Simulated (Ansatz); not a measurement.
# UB3LYP/6-31G(d) (Cartesian functions) run of CH4Ga (SMILES [CH3][GaH])

What is the vertical electron affinity of CH4Ga at UB3LYP/6-31G* (Cartesian functions)? 

The calculation is run with Ansatz 0.2.0.

35 further runs of the same task are left out: 35 set aside as unsound or not needed. Runs told in other sessions of the task aren't counted.

### 1 Starting point

The species is CH4Ga (6 atoms), meant as a doublet with charge 0. SMILES: `[CH3][GaH]`. The shape is that of a PBE0-D4/def2-TZVP optimisation.

Bond lengths: C1–Ga2 1.990 Å, C1–H3 1.089 Å, C1–H4 1.095 Å, C1–H5 1.094 Å, Ga2–H6 1.603 Å. Angles: C1–Ga2–H6 119.3°, Ga2–C1–H3 113.1°, Ga2–C1–H4 108.5°, Ga2–C1–H5 108.8°, H3–C1–H4 109.1°, H3–C1–H5 109.3°, H4–C1–H5 107.8°.

### 2 A single-point energy at UB3LYP/6-31G(d) (Cartesian functions)

Contents of molecule.yaml:

```yaml
crystal:
  periodic: [false, false, false]
  atoms:
    - {symbol: C, position_ang: [-0.029300, -0.418300, -0.518000]}
    - {symbol: Ga, position_ang: [0.685700, 0.372600, 1.162100]}
    - {symbol: H, position_ang: [0.574700, -1.243100, -0.892900]}
    - {symbol: H, position_ang: [-1.046400, -0.775600, -0.328700]}
    - {symbol: H, position_ang: [-0.085700, 0.364700, -1.280300]}
    - {symbol: H, position_ang: [-0.056900, 1.635600, 1.811600]}
basis:
  gaussian: {orbitals: "6-31G*"}
magnetization: {spin_polarized: true, initial_magnetization: 1}
hamiltonian: {xc: {name: B3LYP}}
accuracy: high
output: {orbitals: {seedname: orbitals}}
```

Command:

```
$ ansatz run molecule.yaml --threads 1 --pin off --max-ram 2610MiB --events-out events.jsonl --progress --plain --runs-dir runs
```

What it wrote:

```text
Warning: RAYON_NUM_THREADS=1 ignored (pool sized by the plan → 1); use --threads N
Functional definition: B3LYP
  name "B3LYP"
  parameter a0 = 0.2
  parameter ax = 0.72
  parameter ac = 0.81
  exchange = (1 - a0 - ax)*slater_x + ax*b88_x + a0*exact_x
  correlation = (1 - ac)*vwn_rpa_c + ac*lyp_c
1173 factors; integrals over basis functions are off by at most 4.5e-9 eV
mean field evaluation 1: about -53467.3537 eV, gradient 3.5e1 eV
mean field evaluation 2: about -53460.8133 eV, gradient 4.7e1 eV
mean field evaluation 4: about -53472.8134 eV, gradient 1.1e0 eV
mean field evaluation 8: about -53472.8813 eV, gradient 2.7e-2 eV
mean field evaluation 16: about -53472.8813 eV, gradient 4.1e-5 eV
mean field -53472.88134026 eV, -1965.0921440337 hartree, gradient 3.0e-8 eV, S^2 0.751687; 0 other end points of the search recorded, 0 dependent functions left out
reference -53472.88137594 eV, -1965.0921453450 hartree; 21, 20 occupied and 37, 38 virtual orbitals, 1173 factors
Total energy: -53472.88137594 eV, -1965.0921453450 hartree
```

It took 6.3 s on 1 thread of Arm Neoverse V2, shared host; peak memory 0.22 GiB.

### 3 The singlet anion, same level

Contents of in.yaml:

```yaml
crystal:
  periodic: [false, false, false]
  atoms:
    - symbol: C
      position_ang: [-0.029300, -0.418300, -0.518000]
    - symbol: Ga
      position_ang: [0.685700, 0.372600, 1.162100]
    - symbol: H
      position_ang: [0.574700, -1.243100, -0.892900]
    - symbol: H
      position_ang: [-1.046400, -0.775600, -0.328700]
    - symbol: H
      position_ang: [-0.085700, 0.364700, -1.280300]
    - symbol: H
      position_ang: [-0.056900, 1.635600, 1.811600]
basis:
  gaussian:
    orbitals: "6-31G*"
output:
  orbitals: {seedname: orbitals}
hamiltonian:
  xc: {name: B3LYP}
accuracy: high
total_charge: -1
```

Command:

```
$ ansatz run in.yaml --threads 1 --pin off --max-ram 2610MiB --events-out events.jsonl --progress --plain --runs-dir runs
```

What it wrote:

```text
Warning: RAYON_NUM_THREADS=1 ignored (pool sized by the plan → 1); use --threads N
[... 7 set-up lines as earlier in the session ...]
1173 factors; integrals over basis functions are off by at most 4.5e-9 eV
mean field evaluation 1: about -53471.8068 eV, gradient 2.6e1 eV
mean field evaluation 2: about -53471.9037 eV, gradient 3.0e1 eV
mean field evaluation 4: about -53473.0720 eV, gradient 4.7e-1 eV
mean field evaluation 8: about -53473.1327 eV, gradient 5.0e-2 eV
mean field evaluation 16: about -53473.1328 eV, gradient 1.3e-5 eV
mean field -53473.13275941 eV, -1965.1013835173 hartree, gradient 4.7e-8 eV, S^2 0.000000; 0 other end points of the search recorded, 0 dependent functions left out
reference -53473.13279447 eV, -1965.1013848057 hartree; 21, 21 occupied and 37, 37 virtual orbitals, 1173 factors
Total energy: -53473.13279447 eV, -1965.1013848057 hartree
```

It took 3.6 s on 1 thread of Arm Neoverse V2, shared host; peak memory 0.16 GiB.

### 4 Summary of results

At UB3LYP/6-31G* (Cartesian functions):

```
                                                            quantity           value
                                         doublet CH4Ga: total energy  -1965.09215 Eh
                   doublet CH4Ga: HOMO energy (highest over α and β)        -4.91 eV
                    doublet CH4Ga: LUMO energy (lowest over α and β)        -2.42 eV
                                                 doublet CH4Ga: ⟨S²⟩           0.752
                                         singlet anion: total energy  -1965.10138 Eh
                                          singlet anion: HOMO energy         1.91 eV
                                          singlet anion: LUMO energy         3.86 eV
singlet anion: HOMO–LUMO gap (to an unbound level, set by the basis)         1.95 eV
                   vertical electron affinity (to the singlet anion)        0.251 eV
```

What this shows: At fixed nuclei the extra electron is bound by 0.25 eV (24.3 kJ/mol). The basis has no diffuse functions, so the error can be as large as this value. The HOMO (singlet anion) lies at positive energy, 1.91 eV, from the functional's self-interaction, a short basis or an electron that isn't bound; only total energies against the neutral tell.
